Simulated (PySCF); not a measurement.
# C₈H₁₆Si: NMR shifts

Aim: predict the NMR shifts of C₈H₁₆Si (`C1CC[Si]2(C1)CCCC2`).

Computed with PySCF 2.14.0, with density-fitted response routines of our own, on a single molecule in the gas phase. Atoms are numbered from 0 throughout.

## 1. The molecule as given

25 atoms, charge 0, multiplicity 1; geometry from: GFN2-xTB.

Bonds of the start (Å): C0–C1 1.52, C1–C2 1.53, C2–Si3 1.91, Si3–C4 1.91, Si3–C5 1.91, C5–C6 1.53, C6–C7 1.52, C7–C8 1.53, C4–C0 1.53, C8–Si3 1.91, C0–H9 1.09, C0–H10 1.09, C1–H11 1.09, C1–H12 1.09, C2–H13 1.09, C2–H14 1.09, C4–H15 1.09, C4–H16 1.09, C5–H17 1.09, C5–H18 1.09, C6–H19 1.09, C6–H20 1.09, C7–H21 1.09, C7–H22 1.09, C8–H23 1.09, C8–H24 1.09.

## 2. NMR shieldings: PBE0/pcSseg-1

The job: settings as JSON, then the geometry in Å.

```
{"job": {"kind": "nmr", "xc": "PBE0", "basis": "pcSseg-1"}, "charge": 0, "multiplicity": 1}
C      2.366289     1.211842    -0.466154
C      2.699183    -0.173306     0.077968
C      1.530698    -1.104879    -0.238044
Si    -0.000317     0.000046     0.034547
C      1.000070     1.624191     0.078057
C     -1.120781    -0.353096     1.537992
C     -2.396641    -0.906063     0.905599
C     -2.671197    -0.126264    -0.375846
C     -1.411500    -0.164579    -1.238625
H      3.140363     1.933716    -0.197337
H      2.319775     1.159904    -1.555759
H      3.634800    -0.544852    -0.345188
H      2.824387    -0.105628     1.160438
H      1.571033    -2.000510     0.377580
H      1.594056    -1.427526    -1.277084
H      1.110059     1.982584     1.101391
H      0.580902     2.441575    -0.504231
H     -0.713507    -1.052151     2.264947
H     -1.350593     0.568140     2.073170
H     -3.244460    -0.842621     1.591114
H     -2.247390    -1.957827     0.652806
H     -3.533506    -0.536483    -0.905453
H     -2.898452     0.909374    -0.115296
H     -1.439521     0.610391    -2.001083
H     -1.354683    -1.121834    -1.756457
```

Method: GIAO PBE0/pcSseg-1 NMR shielding, non-relativistic, gas phase.

Log:

```text
coarse grid: 20232 points
cycle   1  E = -603.3028652684  dE =  9.977e-01  |g| = 5.788e-01  |ddm| = 4.404e+00
cycle   2  E = -603.2751057035  dE =  2.776e-02  |g| = 6.753e-01  |ddm| = 1.099e+00
cycle   3  E = -603.3935139346  dE = -1.184e-01  |g| = 4.146e-02  |ddm| = 6.241e-01
cycle   4  E = -603.3938418124  dE = -3.279e-04  |g| = 1.672e-02  |ddm| = 6.076e-02
cycle   5  E = -603.3939061850  dE = -6.437e-05  |g| = 4.136e-03  |ddm| = 2.155e-02
cycle   6  E = -603.3939102512  dE = -4.066e-06  |g| = 6.456e-04  |ddm| = 4.195e-03
final grid: 187544 points
cycle   7  E = -603.4492639676  dE = -5.691e-05  |g| = 1.027e-02  |ddm| = 3.494e-02
cycle   8  E = -603.4492516968  dE =  1.227e-05  |g| = 1.251e-02  |ddm| = 2.008e-02
cycle   9  E = -603.4492918228  dE = -4.013e-05  |g| = 4.081e-04  |ddm| = 1.091e-02
cycle  10  E = -603.4492918542  dE = -3.141e-08  |g| = 1.570e-04  |ddm| = 5.793e-04
cycle  11  E = -603.4492918601  dE = -5.826e-09  |g| = 4.381e-05  |ddm| = 1.978e-04
cycle  12  E = -603.4492918604  dE = -3.793e-10  |g| = 1.013e-05  |ddm| = 4.587e-05
converged SCF energy = -603.4492918604

GIAO shielding tensors (ppm)
atom      isotropic    diamagn.    paramagn.     s11        s22        s33       span
  0 C      155.276     248.428     -93.152    136.878    157.835    171.116     34.238
  1 C      155.280     248.456     -93.176    136.861    157.872    171.108     34.247
  2 C      171.760     254.052     -82.293    160.494    169.199    185.586     25.093
  3 Si     313.322     879.839    -566.517    295.707    319.778    324.482     28.775
  4 C      171.717     254.070     -82.353    160.447    169.175    185.528     25.081
  5 C      171.705     254.109     -82.405    160.418    169.163    185.534     25.116
  6 C      155.243     248.456     -93.212    136.845    157.809    171.077     34.232
  7 C      155.279     248.424     -93.146    136.872    157.835    171.129     34.258
  8 C      171.742     254.020     -82.278    160.485    169.176    185.564     25.079
  9 H       29.629      28.846       0.782     23.952     27.290     37.645     13.693
 10 H       30.643      30.872      -0.229     26.319     28.293     37.317     10.998
 11 H       29.630      28.853       0.777     23.953     27.290     37.647     13.694
 12 H       30.644      30.830      -0.186     26.322     28.292     37.317     10.995
 13 H       30.817      32.175      -1.358     26.111     28.840     37.500     11.389
 14 H       31.216      32.433      -1.218     26.105     29.518     38.024     11.919
 15 H       31.214      32.380      -1.165     26.103     29.523     38.018     11.915
 16 H       30.815      32.207      -1.392     26.108     28.845     37.492     11.384
 17 H       30.814      32.159      -1.346     26.106     28.843     37.492     11.386
 18 H       31.212      32.382      -1.170     26.100     29.522     38.014     11.914
 19 H       29.626      28.817       0.809     23.951     27.288     37.638     13.687
 20 H       30.639      30.832      -0.193     26.314     28.290     37.314     11.001
 21 H       29.631      28.859       0.771     23.952     27.292     37.648     13.696
 22 H       30.644      30.848      -0.204     26.324     28.294     37.314     10.990
 23 H       30.818      32.226      -1.408     26.113     28.842     37.497     11.384
 24 H       31.217      32.428      -1.211     26.108     29.518     38.024     11.916
```

It took 42 s on 1 thread, shared host.

The references, computed at this level on geometries of the same kind, shield at (ppm): 1H TMS 31.72, 13C TMS 186.9, 29Si TMS 349.2. Their shielding less the atom's gives the shift. The references are single molecules in the gas phase. Atoms listed in one row are averaged.

```csv
atoms,environment,σ (ppm),δ (ppm),δ scaled to CDCl3
"C0, C1, C6, C7",sp3 CH2 in a ring,155.3,31.7,29.0
"C2, C4, C5, C8",sp3 CH2 bonded to Si,171.7,15.2,12.9
"H9, H10, H11, H12, H19 and 3 more",hydrogen on an sp3 CH2 in a ring,30.14,1.58,1.60
"H13, H14, H15, H16, H17 and 3 more",hydrogen on an sp3 CH2 bonded to Si,31.02,0.70,0.77
Si3,"silicon bonded to 4 C, in a 5-membered ring",313.3,35.8,–
```

The scaled column applies a straight-line fit of computed shieldings to shifts measured in CDCl3 (root-mean-square error 0.16 ppm for H, 1.9 ppm for C).

The run also stored atomic charges by several schemes (e):

```csv
atoms,Mulliken,IAO,Hirshfeld,ESP fit
"C0, C1, C6, C7",-0.22,-0.25,-0.07,0.02
"C2, C4, C5, C8",-0.56,-0.55,-0.17,-0.28
Si3,1.13,1.01,0.40,0.51
```

Mayer bond orders: C0–C1 1.03, C1–C2 1.04, C2–Si3 0.90, Si3–C4 0.90, Si3–C5 0.90, C5–C6 1.04, C6–C7 1.03, C7–C8 1.04, C4–C0 1.04, C8–Si3 0.90.

Ring of atoms C0, C1, C2, Si3, C4: NICS(0) -4.6, NICS(1) -3.9, NICS(1)zz -2.0 ppm (means of both faces).

Ring of atoms Si3, C5, C6, C7, C8: NICS(0) -4.6, NICS(1) -3.9, NICS(1)zz -2.0 ppm (means of both faces).

## 3. Results

| quantity | value |
| --- | --- |
| 13C shifts against TMS (PBE0/pcSseg-1, means over atoms taken as alike) | 31.7, 15.2 ppm |
| 1H shifts against TMS (PBE0/pcSseg-1, means over atoms taken as alike) | 1.58, 0.70 ppm |
| 29Si shifts against TMS (PBE0/pcSseg-1) | 35.8 ppm |

In words: At PBE0/pcSseg-1: The widest tensor belongs to C0, C1, C6, C7: span 34 ppm, with a paramagnetic part of -93 ppm.
